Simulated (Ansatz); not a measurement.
# CH₅Cl₂NSn, SMILES [CH3][Sn]([NH2])([Cl])[Cl]: a ladder of methods at one geometry

With the Ansatz DFT code, driven from Python.

`ch5cl2nsn.xyz`
```text
10

C    -1.58210   -0.31250    0.23050
Sn    0.30370    0.20820   -0.56080
N     1.72180   -0.51080    0.70130
Cl    0.63960   -0.76410   -2.68600
Cl    0.52360    2.54130   -0.76090
H    -1.75020    0.21080    1.21850
H    -1.70500   -1.36670    0.30850
H    -2.37160    0.14130   -0.47300
H     1.62700   -0.00230    1.66850
H     2.67630   -0.19620    0.35640
```

Interactive session:
```pycon
>>> from pathlib import Path
>>> import ansatz as az
>>> import numpy as np
>>> mol = az.Crystal.molecule_from_extxyz("ch5cl2nsn.xyz")
>>> model = mol.calculation().basis(gaussian="def2-SVP")
>>> print("functional    E (Ha)        dipole (D)   HOMO (eV)  LUMO (eV)")
functional    E (Ha)        dipole (D)   HOMO (eV)  LUMO (eV)
>>> for name in ["lc_wpbe", "blyp", "lda", "revpbe", "pbe0"]:
...     report = model.functional(name).forces().orbitals().run(runs_dir="runs").report
...     lines = Path(report["orbitals_path"]).read_text().splitlines()
...     field_of = lambda key: [line.split("=")[1].strip() for line in lines if line.startswith(key)]
...     orbitals = [(27.211386 * float(e), s, float(n)) for e, s, n in zip(field_of("Ene="), field_of("Spin="), field_of("Occup="))]
...     homo = max(e for e, _, n in orbitals if n > 0.5)
...     lumo = min(e for e, _, n in orbitals if n < 0.5)
...     dipole = 4.803205 * np.linalg.norm(report["charge_distribution"]["dipole_moment_e_ang"])
...     print(f"{name:10s} {report['free_energy_ev'] / 27.211386246:14.6f} {dipole:9.3f} {homo:11.3f} {lumo:10.3f}")
...
lc_wpbe      -1230.017268     2.891     -10.669      0.832
blyp         -1230.172878     2.674      -6.141     -2.143
lda          -1226.131188     2.797      -6.446     -2.491
revpbe       -1230.136962     2.783      -6.317     -2.206
pbe0         -1229.883991     2.847      -7.842     -1.405
```

Reading the output:
- Total energies depend on the basis set; only differences at equal settings carry meaning.
- The geometry is a force-field or estimated start, not a minimum of this method, and the basis set is short of its limit. A lower total doesn't mark the better method: functionals have no common bound, and MP2 and coupled cluster aren't variational.
- def2 sets replace the cores of elements past krypton by effective core potentials.
- Levels such as HOMO and LUMO are orbital energies: with these approximate functionals they aren't the ionisation energy and electron affinity, and their gap isn't the fundamental gap.
- Finished in 25 s on 1 thread of Arm Neoverse V1, with other jobs on the host, peak memory 0.35 GiB.
